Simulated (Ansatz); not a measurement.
This script drives the Ansatz DFT code, driven from Python.

The script, `bend_ch5ossi.py`:
```python
'''Energy of CH5OSSi against one bond angle.'''

import ansatz as az
from ase import Atoms


def main() -> None:
    atoms = Atoms(['C', 'Si', 'O', 'S', 'H', 'H', 'H', 'H', 'H'], positions=[
        (-0.8871, 0.6858, -0.3768),
        (0.5686, -0.3065, -0.1624),
        (1.2746, -0.0906, 1.2972),
        (0.1062, -2.3468, -0.148),
        (-1.42, 0.5224, -1.3661),
        (-1.6725, 0.5691, 0.4002),
        (-0.6578, 1.7983, -0.3632),
        (1.5986, -0.045, -1.244),
        (1.1779, -0.8329, 1.9459),
    ])

    # relax first, so that the scan starts from a minimum
    first = az.Crystal.molecule_from_ase(atoms).calculation()
    first = first.basis(gaussian='def2-SVP')
    first = first.functional('CAM-B3LYP').spin('collinear', total=1)
    first = first.relax(force_tolerance=0.02, max_steps=80)
    atoms.positions = first.run(threads=1).report['positions_ang']

    rows = []
    for angle in [85, 95, 105, 115, 125, 140, 160]:
        bent = atoms.copy()
        bent.set_angle(1, 2, 8, angle, indices=[8])
        job = (
            az.Crystal.molecule_from_ase(bent).calculation()
            .basis(gaussian='def2-SVP')  # the orbital basis, by name
            .functional('CAM-B3LYP')
            .spin('collinear', total=1)
        )
        rows.append((angle, job.run(threads=1).report['free_energy_ev']))
    floor = min(e for _, e in rows)
    for angle, e in rows:
        print(f'angle Si1-O2-H8 = {angle:3d} deg   {1000 * (e - floor):9.1f} meV')


if __name__ == '__main__':
    main()
```

It is started by `python bend_ch5ossi.py`. How long does it take on 1 thread of Arm Neoverse V2, on a shared host, and how much memory does it need?

It took about 4.4 min, with a peak of 0.4 GiB, for 8 runs of the engine.

Output of `python bend_ch5ossi.py`:
```text
angle Si1-O2-H8 =  85 deg       499.6 meV
angle Si1-O2-H8 =  95 deg       212.8 meV
angle Si1-O2-H8 = 105 deg        57.7 meV
angle Si1-O2-H8 = 115 deg         0.0 meV
angle Si1-O2-H8 = 125 deg        12.5 meV
angle Si1-O2-H8 = 140 deg       111.6 meV
angle Si1-O2-H8 = 160 deg       285.5 meV
```

Notes:
- The settings weren't tested for convergence.
- The scan is rigid, and the energies are electronic, in a modest basis. The zero is the lowest point of the grid, which needn't be the minimum.
- The run takes the species as open-shell (spin multiplicity 2), which needn't be its ground state.
